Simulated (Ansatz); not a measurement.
# HgTe: the cost of one run

Method: DFT, PBE, plane-wave PAW, default files, scalar-relativistic, as far as a step names no other, in Ansatz 0.2.0.

## Step 1: The structure to begin with

It takes space group F-43m (No. 216, cubic). The conventional cell has a = 6.447 Å, b = 6.447 Å, c = 6.447 Å, α = 90.00°, β = 90.00°, γ = 90.00°. Around Hg (site symmetry -43m) lie 4 Te at 2.79 Å. Te (site symmetry -43m) is surrounded by 4 Hg at 2.79 Å.

As a file:

```xyz
2
Lattice="0.0000 3.2235 3.2235 3.2235 0.0000 3.2235 3.2235 3.2235 0.0000" Properties=species:S:1:pos:R:3 pbc="T T T"
Hg    0.0000    0.0000    0.0000
Te    1.6118    1.6118    1.6118
```

The earlier run gave: no gap over 0.1 eV on the mesh, largest force 0.000 eV/Å, pressure 4.1 GPa.

Like atoms gathered into sites:

```tsv
site	atoms	first shell	V_zz (10²¹ V/m²)	η	C_Q (MHz)
Hg	1	4 Te at 2.79 Å	0.00	–	0 (²⁰¹Hg)
Te	2	4 Hg at 2.79 Å	0.00	–	–
```

C_Q = eQV_zz/h, which is 24.18 MHz for Q = 1 b and V_zz = 10²¹ V/m²; η = (V_xx − V_yy)/V_zz. Q values from Pyykkö, Mol. Phys. 116, 1328 (2018). A dash under C_Q marks elements without a common quadrupolar isotope.

## Step 2: Z stretched by +2 %, ions relaxed

File input.yaml:

```yaml
crystal:
  lattice:
    - [0.0, 3.2235, 3.28797]
    - [3.2235, 0.0, 3.28797]
    - [3.2235, 3.2235, 0.0]
  atoms:
    - { symbol: Hg, position: [0.0, 0.0, 0.0] }
    - { symbol: Te, position: [0.25, 0.25, 0.25] }
kpoints:
  mp_grid: { grid: [13, 13, 13] }
scf:
  occupations: { method: fermi_dirac, width: 0.05 }
hamiltonian:
  xc: pbe
  pseudopotentials: { kind: paw }
output:
  forces: true
  stress: true
  populations: true
  efg: { quadrupole_moments_barn: { Hg: 0.387 }, contact_densities: true }
relax:
  f_tol: 0.02
  max_steps: 60
```

Run with:

```
$ ansatz run input.yaml --threads 1 --pin off --max-ram 3072MiB --backend cpu --events-out ev --progress --plain --runs-dir out
```

What time and memory should one allow on 1 thread of AMD EPYC 9R14 (Zen 4), shared host?

About 20 s, with a peak of 0.68 GiB.
